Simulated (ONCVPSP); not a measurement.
# Pseudopotential generation for nitrogen: ONCV, PBE

Aim: build the potential from the settings below, then test how well it stands in for the atom: other configurations, scattering, ghost states and the plane-wave cutoff that it needs.

Program: ONCVPSP 4.0.1. Reference atom: PBE, scalar-relativistic, spherical and spin-unpolarised. All values are calculated.

### Step 1. The atom and the settings

The settings as typed:

| Property | Result |
| --- | --- |
| element | nitrogen (N, Z = 7) |
| type | optimised norm-conserving Vanderbilt (ONCV) |
| frozen core | [He] |
| valence charge | 5 |
| reference configuration | 2s2 2p3 |
| partial waves | 2s: rc 0.90 bohr, ncon 4, nbas 7, qcut 8.1 1/bohr, local; 2p: rc 2.20 bohr, ncon 3, nbas 6, qcut 7 1/bohr, 2 projectors, debl 1.7 Ha; d scattering state at 0.31 Ha: rc 2.05 bohr, ncon 3, nbas 7, qcut 5.2 1/bohr, 2 projectors, debl 0.6 Ha |
| local potential | the s channel |
| core correction | polynomial model core, fcfact 0.7 |

### Step 2. Generation

Input file N.dat:

```
# ATOM AND REFERENCE CONFIGURATION
# atsym  z   nc   nv     iexc    psfile
  N 7.00    1    2        4      upf
#
#   n    l    f
    1    0    2.00
    2    0    2.00
    2    1    3.00
#
# PSEUDOPOTENTIAL AND OPTIMIZATION
# lmax
    2
#
#   l,   rc,      ep,       ncon, nbas, qcut
    0    0.90    0.00    4    7    8.10
    1    2.20    0.00    3    6    7.00
    2    2.05    0.31    3    7    5.20
#
# LOCAL POTENTIAL
# lloc, lpopt,  rc(5),   dvloc0
    0    5    0.90    0.00
#
# VANDERBILT-KLEINMAN-BYLANDER PROJECTORs
# l, nproj, debl
    0    0    2.90
    1    2    1.70
    2    2    0.60
#
# MODEL CORE CHARGE
# icmod, fcfact, rcfact
    1    0.70    0.00
#
# LOG DERIVATIVE ANALYSIS
# epsh1, epsh2, depsh
   -2.00    5.00    0.02
#
# OUTPUT GRID
# rlmax, drl
    6.00    0.01
#
# TEST CONFIGURATIONS
# ncnf
    4
# nvcnf
#   n    l    f
    2
    2    0    2.00
    2    1    2.00
#
    2
    2    0    2.00
    2    1    1.00
#
    2
    2    0    2.00
    2    1    0.00
#
    2
    2    0    1.00
    2    1    3.00
#
```

Started as:

```bash
$ oncvpsp.x < N.dat > N.out
```

Q: Predict the outcome of this session. Wanted: cutoffs for 1 and 0.1 mHa per electron, occupied waves; bound ghosts; GHOST(+) flags; largest test error; largest phase difference near zero energy, channels read; rms error of d²Exc/dn², without and with the model core.

As calculated:

| quantity | value |
| --- | --- |
| cutoffs for 1 and 0.1 mHa per electron, occupied waves | 30 Ha and 63 Ha |
| bound ghosts | none found |
| GHOST(+) flags | none at low energy |
| largest test error (AE − PS) | +2229 meV, for 2s2 2p0 |
| largest phase difference near zero energy, channels read | 0.002 rad |
| rms error of d²Exc/dn², without and with the model core | 1.41 and 1.34 mHa |

What this shows: The worst unpolarised test, 2s2 2p0, is off by 2229 meV on 89.5 eV; by total energies transferability rates as poor. That test lies far up in energy; among those under 40 eV, nearer to bonding, the largest error is 79 meV. It counts as of middling hardness, with 30 Ha needed at the looser tolerance. At the looser tolerance the 2s wave is the slowest; 2p needs 15 Ha. The program's ghost test flags no bound state. Near zero energy the phases of the channels with partial waves agree within 0.002 rad. All of this concerns the isolated atom, not yet a solid.
